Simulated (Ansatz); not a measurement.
# ScCu: pressure up to the limit of the methods

One table from this session's results is given with a row withheld; the runs are named, their logs left out.

Method: DFT, PBEsol, PAW with Ansatz's default frozen-core files, scalar-relativistic, in Ansatz 0.2.0.

## The structure to begin with

The structure is cubic, space group Pm-3m (No. 221). Conventional cell: a = 3.256 Å, b = 3.256 Å, c = 3.256 Å, α = 90.00°, β = 90.00°, γ = 90.00°. Around Sc (site symmetry m-3m) lie 8 Cu at 2.82 Å. Cu (site symmetry m-3m) has 8 Sc at 2.82 Å as nearest neighbours.

Structure file:

```cif
data_structure
_symmetry_space_group_name_H-M 'P 1'
_symmetry_Int_Tables_number 1
_cell_length_a 3.2560
_cell_length_b 3.2560
_cell_length_c 3.2560
_cell_angle_alpha 90.000
_cell_angle_beta 90.000
_cell_angle_gamma 90.000
_cell_volume 34.52
loop_
_atom_site_label
_atom_site_type_symbol
_atom_site_fract_x
_atom_site_fract_y
_atom_site_fract_z
_atom_site_occupancy
Sc1 Sc 0.50000 0.50000 0.50000 1
Cu1 Cu 0.00000 0.00000 0.00000 1
```

Whether this phase is the stable one at these pressures isn't tested.

Atoms are numbered in the order of the input: Sc1, Cu2.

Set-up of the first run:

input.yaml

```yaml
crystal:
  lattice:
    - [3.256, 0.0, 0.0]
    - [0.0, 3.256, 0.0]
    - [0.0, 0.0, 3.256]
  atoms:
    - { symbol: Sc, position: [0.5, 0.5, 0.5] }
    - { symbol: Cu, position: [0.0, 0.0, 0.0] }
kpoints:
  mp_grid: { grid: [11, 11, 11] }
  band_path:
    path:
      - [0.0, 0.0, 0.0]
      - [0.0, 0.5, 0.0]
      - [0.5, 0.5, 0.0]
      - [0.0, 0.0, 0.0]
      - [0.5, 0.5, 0.5]
      - [0.0, 0.5, 0.0]
      - [0.5, 0.5, 0.5]
      - [0.5, 0.5, 0.0]
    npoints: 6
scf:
  occupations: { method: fermi_dirac, width: 0.05 }
hamiltonian:
  xc: pbesol
  pseudopotentials: { kind: paw }
output:
  forces: true
  stress: true
  eigenvalues: true
  populations: true
```

Started as:

```console
> ansatz run input.yaml --threads 1 --pin off --max-ram 2048MiB --backend cpu --events-out ev --progress --plain --runs-dir out
```

Steps of the session up to this table: Volume scaled by 1, PAW; Volume scaled by 0.9, PAW; Volume scaled by 0.7, PAW; Volume scaled by 0.55, PAW.

One of the session's tables, all rows but one given; the rest of the session is left out.

| method | volume over the first | volume (Å³/atom) | pressure (GPa) |
| --- | --- | --- | --- |
| PAW | 1 | ? | ? |
| PAW | 0.9 | 15.533 | 6.86 |
| PAW | 0.7 | 12.082 | 58.10 |
| PAW | 0.55 | 9.493 | 164.40 |

Estimate the missing values for PAW, 1.

As computed: volume (Å³/atom): 17.259; pressure (GPa): -3.93. In the column «volume (Å³/atom)» it is the highest.
